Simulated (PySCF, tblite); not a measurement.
**C₂H₇GeNSi: a rotation path, then NMR shifts on frames**

How do NMR shifts of C₂H₇GeNSi (`C#C[SiH2][NH][GeH3]`) change as the atoms move?

Computed with tblite 0.8.0 and PySCF 2.14.0, with density-fitted response routines of our own, on a single molecule in the gas phase. Atoms count from 0, in the outputs and in this text.

## Step 1: The molecule as given

12 atoms, charge 0, multiplicity 1; geometry from: GFN2-xTB.

Bonds of the start (Å): C0–C1 1.20, C1–Si2 1.85, Si2–N3 1.74, N3–Ge4 1.81, C0–H5 1.05, Si2–H6 1.47, Si2–H7 1.47, N3–H8 1.01, Ge4–H9 1.50, Ge4–H10 1.49, Ge4–H11 1.51.

## Step 2: The rotation path with GFN2-xTB

The job: settings as JSON, then the geometry in Å.

```
{"job": {"kind": "neb", "xc": "GFN2-xTB", "basis": "xTB", "atoms": [1, 2, 3, 4], "turn": 120}, "charge": 0, "multiplicity": 1}
C      3.258128     0.815675     0.610301
C      2.115408     0.492630     0.794743
Si     0.364097    -0.021596     1.107868
N     -0.375907    -0.039379    -0.463651
Ge    -2.119249    -0.379052    -0.810757
H      4.257546     1.100549     0.442199
H      0.373298    -1.344078     1.757825
H     -0.357602     0.963042     1.919908
H      0.257691    -0.210741    -1.228825
H     -2.319193    -0.206243    -2.282756
H     -2.936673     0.600248    -0.031547
H     -2.516346    -1.771740    -0.400040
```

With the program's defaults for keys left out, this is: GFN2-xTB climbing-image nudged elastic band, gas phase.

On the command line:

```sh
> OMP_NUM_THREADS=1 python probes_run.py task.json out
```

The driver reads the jobs from task.json and runs them one after another.

Log:

```text
image   E - E0 / eV
  0       0.0000
  1       0.0043
  2       0.0148
  3       0.0242
  4       0.0269
  5       0.0248
  6       0.0230
  7       0.0183
  8       0.0108
```

It took 10 s on 1 thread of Intel Xeon at 2.50GHz, shared host; peak memory 0.18 GiB.

The final band, with the dihedral C1–Si2–N3–Ge4:

```csv
image,dihedral (°),energy (eV),energy (kcal/mol)
0,-176,0.000,0.0
1,-161,0.004,0.1
2,-144,0.015,0.3
3,-126,0.024,0.6
4,-108,0.027,0.6
5,-93,0.025,0.6
6,-80,0.023,0.5
7,-68,0.018,0.4
8,-55,0.011,0.2
```

## Step 3: Shielding tensors: image 0, PBE0/pcSseg-1

The job: settings as JSON, then the geometry in Å.

```
{"job": {"kind": "nmr", "xc": "PBE0", "basis": "pcSseg-1", "pop": false}, "charge": 0, "multiplicity": 1}
C      3.258100     0.815700     0.610300
C      2.115400     0.492600     0.794700
Si     0.364100    -0.021600     1.107900
N     -0.375900    -0.039400    -0.463700
Ge    -2.119200    -0.379100    -0.810800
H      4.257500     1.100500     0.442200
H      0.373300    -1.344100     1.757800
H     -0.357600     0.963000     1.919900
H      0.257700    -0.210700    -1.228800
H     -2.319200    -0.206200    -2.282800
H     -2.936700     0.600200    -0.031500
H     -2.516300    -1.771700    -0.400000
```

With the program's defaults for keys left out, this is: GIAO PBE0/pcSseg-1 NMR shielding, non-relativistic, gas phase.

Log:

```text
coarse grid: 46616 points
cycle   1  E = -2500.7345374253  dE = -2.870e-01  |g| = 9.765e-01  |ddm| = 3.332e+00
cycle   2  E = -2500.6620623401  dE =  7.248e-02  |g| = 1.092e+00  |ddm| = 1.287e+00
cycle   3  E = -2500.8204754522  dE = -1.584e-01  |g| = 2.108e-01  |ddm| = 8.702e-01
cycle   4  E = -2500.8293333436  dE = -8.858e-03  |g| = 8.323e-02  |ddm| = 2.093e-01
cycle   5  E = -2500.8305594694  dE = -1.226e-03  |g| = 3.492e-02  |ddm| = 6.878e-02
cycle   6  E = -2500.8308541161  dE = -2.946e-04  |g| = 4.584e-03  |ddm| = 2.528e-02
cycle   7  E = -2500.8308579622  dE = -3.846e-06  |g| = 1.007e-03  |ddm| = 4.507e-03
final grid: 95976 points
cycle   8  E = -2500.8308496689  dE = -3.851e-08  |g| = 1.025e-03  |ddm| = 2.267e-03
cycle   9  E = -2500.8308495160  dE =  1.530e-07  |g| = 1.342e-03  |ddm| = 1.905e-03
cycle  10  E = -2500.8308498469  dE = -3.309e-07  |g| = 3.894e-04  |ddm| = 1.078e-03
cycle  11  E = -2500.8308498846  dE = -3.774e-08  |g| = 4.272e-05  |ddm| = 2.644e-04
cycle  12  E = -2500.8308498849  dE = -3.020e-10  |g| = 3.452e-06  |ddm| = 2.992e-05
converged SCF energy = -2500.8308498849

GIAO shielding tensors (ppm)
atom      isotropic    diamagn.    paramagn.     s11        s22        s33       span
  0 C       84.537     260.698    -176.161     -1.516      5.177    249.948    251.463
  1 C       98.307     259.274    -160.967     -3.201      8.585    289.537    292.739
  2 Si     403.608     880.058    -476.450    358.782    392.442    459.601    100.819
  3 N      275.675     327.801     -52.126    241.245    274.769    311.011     69.766
  4 Ge    1478.815    2754.541   -1275.726   1341.446   1432.146   1662.852    321.406
  5 H       29.794      33.118      -3.324     24.749     24.833     39.799     15.050
  6 H       26.567      28.628      -2.061     22.731     25.027     31.943      9.212
  7 H       26.724      28.932      -2.208     23.156     25.370     31.645      8.489
  8 H       32.301      34.419      -2.117     21.402     30.603     44.898     23.496
  9 H       27.317      28.134      -0.817     20.499     22.742     38.710     18.212
 10 H       27.361      28.474      -1.114     20.511     23.016     38.556     18.045
 11 H       27.137      28.102      -0.966     19.955     22.584     38.870     18.915
```

It took 62 s on 1 thread of Intel Xeon at 2.50GHz, shared host; peak memory 0.69 GiB.

Shifts follow as δ = σ(reference) − σ, with reference shieldings (ppm) from runs at the same level and on the same kind of geometry: ¹H TMS 31.72, ¹³C TMS 186.9, ²⁹Si TMS 349.2, ¹⁵N NH3 267.7, ⁷³Ge GeMe4 1331. The references are single molecules in the gas phase, so shifts against H2O, NH3, PH3, H3PO4 or CFCl3 are not on the usual liquid scales and can be off by tens of ppm. Each atom is listed at this fixed geometry, with no averaging over motion; a spectrum would average atoms that exchange fast.

```csv
atoms,environment,σ (ppm),δ (ppm)
C0,terminal alkyne carbon,84.5,102.4
C1,alkyne carbon,98.3,88.6
H6,"hydrogen on a silicon bonded to C, N",26.57,5.15
H7,"hydrogen on a silicon bonded to C, N",26.72,4.99
H11,hydrogen on a germanium bonded to N,27.14,4.58
H9,hydrogen on a germanium bonded to N,27.32,4.40
H10,hydrogen on a germanium bonded to N,27.36,4.36
H5,hydrogen on a terminal alkyne carbon,29.79,1.92
H8,"hydrogen on a nitrogen bonded to Ge, Si",32.30,-0.58
Si2,"silicon bonded to C, N, 2 H",403.6,-54.5
N3,"nitrogen bonded to Ge, Si, H",275.7,-7.9
Ge4,"germanium bonded to N, 3 H",1479,-148
```

Orbitals, density, ELF and potential are computed afterwards from the orbital file.

Frontier orbitals at PBE0/pcSseg-1, with the share of their density that lies nearest to each atom:

```csv
orbital,energy (eV),lies on
HOMO,-7.30,"N3 60 %; H6, H11 about 9 % each; H8 8 %"
LUMO,-0.30,"C0, C1 about 19 % each; Si2 12 %; H6, H7 about 9 % each"
```

ELF in a plane through or near 7 of the atoms.

Values, 10 rows by 14 columns:
```
0.00 0.00 0.00 0.00 0.00 0.00 0.00 0.00 0.00 0.00 0.00 0.00 0.00 0.00
0.00 0.00 0.00 0.00 0.00 0.00 0.00 0.00 0.00 0.00 0.00 0.00 0.00 0.00
0.00 0.00 0.00 0.00 0.00 0.02 0.19 0.15 0.00 0.00 0.00 0.00 0.00 0.00
0.00 0.00 0.00 0.21 0.32 0.24 0.12 0.35 0.01 0.13 0.07 0.01 0.00 0.00
0.00 0.00 0.07 0.60 0.74 0.93 0.74 0.35 0.18 0.24 0.32 0.02 0.00 0.00
0.00 0.00 0.81 0.63 0.80 0.59 0.29 0.56 0.82 0.52 0.19 0.03 0.00 0.00
0.00 0.02 0.99 0.97 0.75 0.57 0.07 0.89 0.50 0.25 0.90 0.18 0.00 0.00
0.00 0.00 0.58 0.34 0.36 0.16 0.04 0.82 0.03 0.98 1.00 0.62 0.00 0.00
0.00 0.00 0.00 0.00 0.00 0.00 0.00 0.00 0.00 0.57 0.75 0.01 0.00 0.00
0.00 0.00 0.00 0.00 0.00 0.00 0.00 0.00 0.00 0.00 0.00 0.00 0.00 0.00
```
The map spans 13.8 Å across and 8.6 Å up, centred on the molecule. Atoms in the plane (x, y in Å): C0 (-3.4, -0.5), C1 (-2.3, 0.0), Si2 (-0.6, 0.9), N3 (0.5, -0.5), Ge4 (2.3, -0.3), H5 (-4.3, -0.9), H9 (2.9, -1.7).

On the surface of density 0.002 e/bohr³ the electrostatic potential runs, from the 1st to the 99th percentile, from -0.83 V near N3 to 1.60 V near H5.

## Step 4: Shielding tensors: image 2, PBE0/pcSseg-1

The job: settings as JSON, then the geometry in Å.

```
{"job": {"kind": "nmr", "xc": "PBE0", "basis": "pcSseg-1", "pop": false}, "charge": 0, "multiplicity": 1}
C      3.125000     1.092200     0.619100
C      2.066900     0.554000     0.804900
Si     0.434900    -0.272400     1.098200
N     -0.337200    -0.382900    -0.452200
Ge    -2.099000    -0.215200    -0.818400
H      4.051400     1.564400     0.455600
H      0.677600    -1.601000     1.684500
H     -0.423600     0.553400     1.948700
H      0.221400    -0.813000    -1.172500
H     -2.254000    -0.261300    -2.304600
H     -2.554000     1.095600    -0.263700
H     -2.908200    -1.314600    -0.184500
```

Level: GIAO PBE0/pcSseg-1 NMR shielding, non-relativistic, gas phase.

Log:

```text
coarse grid: 46616 points
cycle   1  E = -2500.7349307298  dE = -2.850e-01  |g| = 9.766e-01  |ddm| = 3.328e+00
cycle   2  E = -2500.6646419141  dE =  7.029e-02  |g| = 1.087e+00  |ddm| = 1.269e+00
cycle   3  E = -2500.8213951491  dE = -1.568e-01  |g| = 2.081e-01  |ddm| = 8.375e-01
cycle   4  E = -2500.8300027886  dE = -8.608e-03  |g| = 8.285e-02  |ddm| = 2.022e-01
cycle   5  E = -2500.8312246776  dE = -1.222e-03  |g| = 3.462e-02  |ddm| = 6.864e-02
cycle   6  E = -2500.8315144259  dE = -2.897e-04  |g| = 4.478e-03  |ddm| = 2.483e-02
cycle   7  E = -2500.8315181085  dE = -3.683e-06  |g| = 1.009e-03  |ddm| = 4.376e-03
final grid: 95976 points
cycle   8  E = -2500.8314863483  dE = -3.473e-08  |g| = 1.029e-03  |ddm| = 2.079e-03
cycle   9  E = -2500.8314862079  dE =  1.404e-07  |g| = 1.335e-03  |ddm| = 1.926e-03
cycle  10  E = -2500.8314865264  dE = -3.185e-07  |g| = 3.761e-04  |ddm| = 1.067e-03
cycle  11  E = -2500.8314865616  dE = -3.518e-08  |g| = 4.324e-05  |ddm| = 2.579e-04
cycle  12  E = -2500.8314865619  dE = -3.383e-10  |g| = 3.771e-06  |ddm| = 3.149e-05
converged SCF energy = -2500.8314865619

GIAO shielding tensors (ppm)
atom      isotropic    diamagn.    paramagn.     s11        s22        s33       span
  0 C       84.965     260.698    -175.734     -0.936      9.173    246.657    247.593
  1 C       97.679     259.598    -161.918     -4.427      7.320    290.146    294.574
  2 Si     404.493     880.079    -475.586    370.624    384.199    458.656     88.032
  3 N      275.768     327.261     -51.493    244.725    268.786    313.794     69.069
  4 Ge    1473.165    2754.688   -1281.523   1344.683   1417.742   1657.069    312.386
  5 H       29.780      33.146      -3.366     24.825     24.888     39.629     14.804
  6 H       26.608      28.289      -1.681     22.450     25.142     32.230      9.780
  7 H       26.872      29.314      -2.442     23.258     26.319     31.039      7.781
  8 H       32.523      33.904      -1.381     21.817     30.690     45.061     23.244
  9 H       27.270      28.293      -1.023     20.460     22.721     38.629     18.169
 10 H       27.278      28.802      -1.524     20.224     23.256     38.354     18.130
 11 H       27.100      28.027      -0.927     19.812     22.576     38.913     19.100
```

It took 39 s on 1 thread of Intel Xeon at 2.50GHz, shared host; peak memory 0.74 GiB.

Key values: δ C0 102.0, C1 89.2, Si2 -55.3, N3 -8.0, H6 5.11, H7 4.85 ppm.

## Step 5: Nuclear shieldings: image 4, PBE0/pcSseg-1

The job: settings as JSON, then the geometry in Å.

```
{"job": {"kind": "nmr", "xc": "PBE0", "basis": "pcSseg-1", "pop": false}, "charge": 0, "multiplicity": 1}
C      2.885600     1.329200     0.603200
C      1.941800     0.614700     0.811700
Si     0.487600    -0.499700     1.105200
N     -0.370700    -0.721200    -0.385800
Ge    -1.985400    -0.049500    -0.838300
H      3.712200     1.956000     0.424800
H      0.974800    -1.807200     1.562800
H     -0.436200     0.135300     2.046900
H      0.057600    -1.346500    -1.048500
H     -2.199800    -0.311400    -2.294300
H     -2.002400     1.416100    -0.542200
H     -3.063800    -0.716500    -0.030300
```

Level: GIAO PBE0/pcSseg-1 NMR shielding, non-relativistic, gas phase.

Log:

```text
coarse grid: 46616 points
cycle   1  E = -2500.7353280750  dE = -2.858e-01  |g| = 9.763e-01  |ddm| = 3.327e+00
cycle   2  E = -2500.6691352267  dE =  6.619e-02  |g| = 1.079e+00  |ddm| = 1.256e+00
cycle   3  E = -2500.8223326078  dE = -1.532e-01  |g| = 2.013e-01  |ddm| = 8.013e-01
cycle   4  E = -2500.8303063673  dE = -7.974e-03  |g| = 8.152e-02  |ddm| = 1.924e-01
cycle   5  E = -2500.8314932332  dE = -1.187e-03  |g| = 3.390e-02  |ddm| = 6.767e-02
cycle   6  E = -2500.8317721048  dE = -2.789e-04  |g| = 4.270e-03  |ddm| = 2.418e-02
cycle   7  E = -2500.8317754308  dE = -3.326e-06  |g| = 1.030e-03  |ddm| = 4.069e-03
final grid: 95976 points
cycle   8  E = -2500.8317462986  dE = -3.284e-08  |g| = 1.067e-03  |ddm| = 2.489e-03
cycle   9  E = -2500.8317461733  dE =  1.253e-07  |g| = 1.345e-03  |ddm| = 1.969e-03
cycle  10  E = -2500.8317464939  dE = -3.205e-07  |g| = 3.684e-04  |ddm| = 1.087e-03
cycle  11  E = -2500.8317465278  dE = -3.392e-08  |g| = 4.287e-05  |ddm| = 2.549e-04
cycle  12  E = -2500.8317465281  dE = -3.242e-10  |g| = 3.587e-06  |ddm| = 3.046e-05
converged SCF energy = -2500.8317465281

GIAO shielding tensors (ppm)
atom      isotropic    diamagn.    paramagn.     s11        s22        s33       span
  0 C       85.511     260.880    -175.369      1.257     10.491    244.784    243.527
  1 C       96.585     260.443    -163.858     -6.197      5.767    290.186    296.384
  2 Si     406.197     880.006    -473.809    377.070    381.964    459.556     82.486
  3 N      278.333     327.179     -48.845    256.168    263.758    315.074     58.906
  4 Ge    1473.247    2755.030   -1281.783   1347.478   1418.625   1653.638    306.160
  5 H       29.781      33.242      -3.460     24.890     24.925     39.528     14.638
  6 H       26.674      28.135      -1.461     22.412     25.361     32.248      9.836
  7 H       26.924      29.322      -2.398     23.188     26.482     31.103      7.916
  8 H       32.399      33.398      -0.999     21.920     29.912     45.366     23.446
  9 H       27.263      28.471      -1.207     20.486     22.648     38.657     18.171
 10 H       27.181      29.168      -1.987     19.931     23.447     38.166     18.235
 11 H       27.112      28.237      -1.125     19.807     22.644     38.885     19.078
```

Run time: 40 s. Hardware: 1 thread of Intel Xeon at 2.50GHz, shared host; peak memory 0.86 GiB.

This run: δ C0 101.4, C1 90.3, Si2 -57.0, N3 -10.6, H6 5.04, H7 4.79 ppm.

## Step 6: NMR shieldings: image 6, PBE0/pcSseg-1

The job: settings as JSON, then the geometry in Å.

```
{"job": {"kind": "nmr", "xc": "PBE0", "basis": "pcSseg-1", "pop": false}, "charge": 0, "multiplicity": 1}
C      2.562700     1.518500     0.582900
C      1.758900     0.654300     0.810700
Si     0.524200    -0.696000     1.113700
N     -0.409500    -0.931400    -0.329900
Ge    -1.796300     0.093800    -0.870200
H      3.267900     2.275700     0.389300
H      1.225000    -1.954600     1.383500
H     -0.366800    -0.283600     2.204200
H     -0.250300    -1.784300    -0.838000
H     -2.180200    -0.341400    -2.248000
H     -1.372100     1.525700    -0.846600
H     -2.962100    -0.077500     0.063700
```

With the program's defaults for keys left out, this is: GIAO PBE0/pcSseg-1 NMR shielding, non-relativistic, gas phase.

Log:

```text
coarse grid: 46616 points
cycle   1  E = -2500.7345972271  dE = -2.828e-01  |g| = 9.767e-01  |ddm| = 3.329e+00
cycle   2  E = -2500.6679491524  dE =  6.665e-02  |g| = 1.080e+00  |ddm| = 1.286e+00
cycle   3  E = -2500.8216213584  dE = -1.537e-01  |g| = 2.024e-01  |ddm| = 8.237e-01
cycle   4  E = -2500.8296938595  dE = -8.073e-03  |g| = 8.168e-02  |ddm| = 1.949e-01
cycle   5  E = -2500.8308773889  dE = -1.184e-03  |g| = 3.406e-02  |ddm| = 6.800e-02
cycle   6  E = -2500.8311594462  dE = -2.821e-04  |g| = 4.030e-03  |ddm| = 2.429e-02
cycle   7  E = -2500.8311622859  dE = -2.840e-06  |g| = 1.067e-03  |ddm| = 3.917e-03
final grid: 95976 points
cycle   8  E = -2500.8311654067  dE = -2.632e-08  |g| = 1.128e-03  |ddm| = 2.487e-03
cycle   9  E = -2500.8311652816  dE =  1.251e-07  |g| = 1.396e-03  |ddm| = 2.137e-03
cycle  10  E = -2500.8311656323  dE = -3.507e-07  |g| = 3.706e-04  |ddm| = 1.149e-03
cycle  11  E = -2500.8311656666  dE = -3.436e-08  |g| = 4.045e-05  |ddm| = 2.580e-04
cycle  12  E = -2500.8311656669  dE = -2.910e-10  |g| = 3.697e-06  |ddm| = 2.817e-05
converged SCF energy = -2500.8311656669

GIAO shielding tensors (ppm)
atom      isotropic    diamagn.    paramagn.     s11        s22        s33       span
  0 C       85.509     261.054    -175.545     -0.084     10.655    245.957    246.042
  1 C       96.887     260.941    -164.054     -5.895      7.217    289.339    295.233
  2 Si     407.608     879.917    -472.309    370.033    391.290    461.502     91.469
  3 N      279.127     326.670     -47.543    254.770    272.702    309.909     55.139
  4 Ge    1479.389    2755.561   -1276.172   1343.984   1436.096   1658.087    314.103
  5 H       29.784      33.332      -3.548     24.766     24.972     39.613     14.847
  6 H       26.712      28.176      -1.464     22.769     25.236     32.131      9.362
  7 H       26.821      28.951      -2.130     22.946     25.759     31.758      8.812
  8 H       32.031      32.751      -0.720     21.715     28.711     45.668     23.952
  9 H       27.312      28.623      -1.311     20.520     22.563     38.854     18.334
 10 H       27.149      29.608      -2.459     19.813     23.644     37.990     18.177
 11 H       27.168      28.596      -1.428     20.031     22.546     38.928     18.897
```

Wall time 45 s (1 thread of Intel Xeon at 2.50GHz, shared host); peak memory 0.74 GiB.

This run: δ C0 101.4, C1 90.0, Si2 -58.5, N3 -11.4, H6 5.01, H7 4.90 ppm.

## Step 7: Nuclear shieldings: image 8, PBE0/pcSseg-1

The job: settings as JSON, then the geometry in Å.

```
{"job": {"kind": "nmr", "xc": "PBE0", "basis": "pcSseg-1", "pop": false}, "charge": 0, "multiplicity": 1}
C      2.250900     1.657600     0.609800
C      1.599900     0.666900     0.808700
Si     0.586100    -0.853300     1.106900
N     -0.462200    -1.034900    -0.266400
Ge    -1.618700     0.194300    -0.926400
H      2.823700     2.523500     0.435400
H      1.424200    -2.056900     1.123300
H     -0.149800    -0.663600     2.368600
H     -0.677000    -1.989100    -0.507900
H     -2.193700    -0.388000    -2.180500
H     -0.850600     1.443800    -1.196900
H     -2.731700     0.499000     0.040600
```

Level: GIAO PBE0/pcSseg-1 NMR shielding, non-relativistic, gas phase.

Log:

```text
coarse grid: 46616 points
cycle   1  E = -2500.7349523754  dE = -2.886e-01  |g| = 9.757e-01  |ddm| = 3.327e+00
cycle   2  E = -2500.6660330427  dE =  6.892e-02  |g| = 1.083e+00  |ddm| = 1.285e+00
cycle   3  E = -2500.8211048493  dE = -1.551e-01  |g| = 2.077e-01  |ddm| = 8.453e-01
cycle   4  E = -2500.8296727451  dE = -8.568e-03  |g| = 8.222e-02  |ddm| = 2.035e-01
cycle   5  E = -2500.8308532730  dE = -1.181e-03  |g| = 3.481e-02  |ddm| = 6.870e-02
cycle   6  E = -2500.8311481008  dE = -2.948e-04  |g| = 3.916e-03  |ddm| = 2.491e-02
cycle   7  E = -2500.8311506535  dE = -2.553e-06  |g| = 1.089e-03  |ddm| = 3.756e-03
final grid: 95976 points
cycle   8  E = -2500.8311314719  dE = -1.603e-08  |g| = 1.162e-03  |ddm| = 2.528e-03
cycle   9  E = -2500.8311313088  dE =  1.632e-07  |g| = 1.471e-03  |ddm| = 2.228e-03
cycle  10  E = -2500.8311317135  dE = -4.048e-07  |g| = 4.019e-04  |ddm| = 1.209e-03
cycle  11  E = -2500.8311317540  dE = -4.051e-08  |g| = 3.517e-05  |ddm| = 2.746e-04
cycle  12  E = -2500.8311317542  dE = -1.883e-10  |g| = 3.759e-06  |ddm| = 2.497e-05
converged SCF energy = -2500.8311317542

GIAO shielding tensors (ppm)
atom      isotropic    diamagn.    paramagn.     s11        s22        s33       span
  0 C       83.225     260.924    -177.698     -4.339      6.951    247.064    251.403
  1 C       99.206     260.745    -161.539     -0.101      9.888    287.831    287.932
  2 Si     405.663     879.889    -474.226    366.712    389.309    460.969     94.257
  3 N      277.210     325.683     -48.474    250.641    264.185    316.802     66.161
  4 Ge    1482.350    2755.950   -1273.600   1345.529   1443.891   1657.631    312.102
  5 H       29.719      33.272      -3.553     24.606     24.938     39.613     15.008
  6 H       26.597      28.180      -1.583     22.884     24.752     32.157      9.273
  7 H       26.606      28.468      -1.862     22.725     24.926     32.168      9.444
  8 H       32.407      32.153       0.254     21.854     29.093     46.274     24.420
  9 H       27.343      28.735      -1.392     20.474     22.590     38.964     18.490
 10 H       27.061      30.024      -2.963     19.791     23.797     37.595     17.804
 11 H       27.154      28.878      -1.724     20.182     22.341     38.938     18.757
```

It took 39 s on 1 thread of Intel Xeon at 2.50GHz, shared host; peak memory 0.85 GiB.

This run: δ C0 103.7, C1 87.7, Si2 -56.5, N3 -9.5, H6 5.12, H7 5.11 ppm.

## Step 8: Comparing the runs: NMR shifts

Shifts (ppm) of some atoms, chosen among heavy atoms and hydrogens apart, with basis size and wall time:

```csv
frame,C0,C1,H7,H8,Si2,N3,Ge4,functions,time
image 0,102.4,88.6,4.99,-0.58,-54.5,-7.9,-148,151,62 s
image 2,102.0,89.2,4.85,-0.81,-55.3,-8.0,-142,151,39 s
image 4,101.4,90.3,4.79,-0.68,-57.0,-10.6,-142,151,40 s
image 6,101.4,90.0,4.90,-0.31,-58.5,-11.4,-148,151,45 s
image 8,103.7,87.7,5.11,-0.69,-56.5,-9.5,-151,151,39 s
```

## Step 9: Results

| quantity | value |
| --- | --- |
| barrier | 0.027 eV (0.6 kcal/mol) at image 4 |
| end to end (GFN2-xTB) | 0.011 eV |
| ¹³C shifts against TMS (PBE0/pcSseg-1, image 0) | 102.4, 88.6 ppm |
| ¹H shifts against TMS (PBE0/pcSseg-1, image 0) | 5.15, 4.99, 4.58, 4.40, 4.36, 1.92, -0.58 ppm |
| ²⁹Si shifts against TMS (PBE0/pcSseg-1, image 0) | -54.5 ppm |
| ¹⁵N shifts against NH3 (PBE0/pcSseg-1, image 0) | -7.9 ppm |
| ⁷³Ge shifts against GeMe4 (PBE0/pcSseg-1, image 0) | -148 ppm |
| potential on the surface of density 0.002 e/bohr³, 1st and 99th percentile | -0.83 V and 1.60 V |
| range of the shift of Ge4 | -151 to -142 ppm |

**Reading.** Along the band the dihedral turns by 122°, and the top (dihedral -108°) lies 0.6 kcal/mol above the start (GFN2-xTB, rough), so at room temperature this motion is fast. Ends this close can change order at a higher level. The top was not checked by a frequency run. Shifts at one fixed geometry are not the observed spectrum, which averages over the motion. In the first frame run (image 0): The widest tensor belongs to Ge4: span 321 ppm, with a paramagnetic part of -1276 ppm. At PBE0/pcSseg-1, counted by nearest atom on the grid, the HOMO lies on N3 60 %; H6, H11 about 9 % each, the LUMO on C0, C1 about 19 % each; Si2 12 %. Across the 5 runs the shift of Ge4 moves most, between -151 (image 8) and -142 ppm (image 2). Spin-orbit coupling is left out, which matters for shieldings and couplings at and beside the heavy atoms. At PBE0/pcSseg-1 the highest of the frames run is image 0, not the band's top, so the GFN2-xTB barrier is not borne out there and is unsure.
